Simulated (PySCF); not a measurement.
**[Si4]+: relaxation and vibrations of the doublet**

Aim: relax [Si4]+ as a doublet from a tetrahedron start, check by its vibrations whether the end is a minimum, and collect its spectrum and constants.

Computed with PySCF 2.14.0. Level: PBE0, basis Si def2-TZVP, no relativity, density fitting.

## (1) Starting geometry

4 atoms, charge 1, spin multiplicity 2.

Bond lengths: Si1–Si2 2.320 Å, Si1–Si3 2.320 Å, Si1–Si4 2.320 Å, Si2–Si3 2.320 Å, Si2–Si4 2.320 Å, Si3–Si4 2.320 Å. Angles: Si2–Si1–Si3 60.0°, Si2–Si1–Si4 60.0°, Si3–Si1–Si4 60.0°, Si1–Si2–Si3 60.0°, Si1–Si2–Si4 60.0°, Si3–Si2–Si4 60.0°, Si1–Si3–Si2 60.0°, Si1–Si3–Si4 60.0°, Si2–Si3–Si4 60.0°, Si1–Si4–Si2 60.0°, Si1–Si4–Si3 60.0°, Si2–Si4–Si3 60.0°.

```xyz
4
charge 1 multiplicity 2
Si    0.8202    0.8202    0.8202
Si    0.8202   -0.8202   -0.8202
Si   -0.8202    0.8202   -0.8202
Si   -0.8202   -0.8202    0.8202
```

## (2) Finding the electronic state

One driver script runs all steps and calls PySCF; scf.py shows how it sets up the SCF of each step. The optimiser is the driver's own. After this first run the driver tries any further starts and a stability analysis.

File scf.py:

```python
from pyscf import gto, scf, dft
mol = gto.M(atom='''
Si     0.820200     0.820200     0.820200
Si     0.820200    -0.820200    -0.820200
Si    -0.820200     0.820200    -0.820200
Si    -0.820200    -0.820200     0.820200''',
    basis={'Si': 'def2-TZVP'},
    charge=1, spin=1)
mf = dft.UKS(mol, xc='PBE0')
mf.grids.atom_grid = (50, 194)
aux = {'Si': 'def2-universal-JKFIT'}
mf = mf.density_fit(auxbasis=aux)
mf.conv_tol = 1e-08
mf.diis_space = 10
mf.max_cycle = 60
mf.init_guess = 'minao'
mf.verbose = 4
mf.kernel()
```

Command:

```
OMP_NUM_THREADS=4 python axn.py task.json out
```

Further steps of the session: Relaxation: tetrahedron start, doublet; Releasing the symmetry; Hessian and properties; Following the imaginary mode; Is it a minimum? Harmonic modes.

What does the calculation give? Wanted: minimum; geometry; wavenumbers; dipole moment; highest occupied, lowest empty level; polar-tensor charge of Si1; zero-point energy; ⟨S²⟩.

**Answer**, as computed:

| quantity | value |
| --- | --- |
| minimum | doublet, D2h |
| geometry | Si–Si 2.282 Å (×4), Si–Si 2.636 Å; Si–Si–Si 54.7° (×4), Si–Si–Si 70.6° (×2), Si–Si–Si 109.4° (×2) |
| wavenumbers (cm⁻¹) | 86 (b3u), 282 (ag), 302 (b1u), 455 (b2u), 467 (ag), 483 (b3g) |
| dipole moment (centre of mass) | 0.00 D |
| highest occupied, lowest empty level (either spin) | -11.80, -9.23 eV |
| polar-tensor charge of Si1 | +0.42 e |
| zero-point energy | 12.4 kJ/mol |
| entropy at 298.15 K | 312.2 J/(mol K) |
| ⟨S²⟩ | 0.765 |

In words: From Td at the start the molecule goes to a D2h minimum, after a stop at a second-order saddle point 198.8 kJ/mol higher, from which it was pushed off along an imaginary mode. In the infrared the band at 455 cm⁻¹ (b2u) leads. Only this shape and spin were tried, so other structures or states may lie lower.
